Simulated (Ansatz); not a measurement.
# TiO2: how energies converge with the basis set

Aim: see how fast density functionals converge with the basis set for TiO2.

Computed with Ansatz 0.2.0, Gaussian basis. Level: one geometry, several basis sets.

The runs, in order: PBE0-D4/def2-SVP; ωB97M-V/def2-SVP; PBE0-D4/def2-QZVPP; ωB97M-V/def2-QZVPP; the functionals' def2-TZVPP values are taken from earlier runs.

## (1) Structure used throughout

An earlier PBE0-D4 in a triple-zeta def2 set relaxation fixed the geometry.

SMILES `[O]=[Ti]=[O]`, 3 atoms, charge 0, spin multiplicity 1.

Atoms are counted from 1 here; the program's logs count them from 0.

Bond lengths: O1–Ti2 1.628 Å, Ti2–O3 1.628 Å. Angles: O1–Ti2–O3 111.8°.

Coordinates:

```
O     0.9210    0.9288    0.4446
Ti    0.1350   -0.4920    0.3316
O    -1.0561   -0.4368   -0.7762
```

## (2) PBE0-D4 in def2-SVP

File in.yaml:

```yaml
crystal:
  periodic: [false, false, false]
  atoms:
    - {symbol: O, position_ang: [0.921040, 0.928763, 0.444583]}
    - {symbol: Ti, position_ang: [0.135007, -0.491960, 0.331645]}
    - {symbol: O, position_ang: [-1.056057, -0.436813, -0.776228]}
basis:
  gaussian: {orbitals: def2-SVP}
hamiltonian: {xc: pbe0, dispersion: d4}
output: {orbitals: {seedname: orbitals}}
```

The runs that follow: ωB97M-V in def2-SVP; PBE0-D4 in def2-QZVPP; ωB97M-V in def2-QZVPP.

Q: Predict the results of all the runs planned. Wanted: PBE0-D4: double and triple zeta above quadruple; ωB97M-V: double and triple zeta above quadruple.

**Answer**, as computed:

| quantity | value |
| --- | --- |
| PBE0-D4: double and triple zeta above quadruple | 8.79, 0.66 eV |
| ωB97M-V: double and triple zeta above quadruple | 8.86, 0.62 eV |

PBE0-D4 gains 8.14 eV from double to triple zeta, then 0.66 eV more. Total energies overstate the basis error of differences, where much of it tends to cancel.
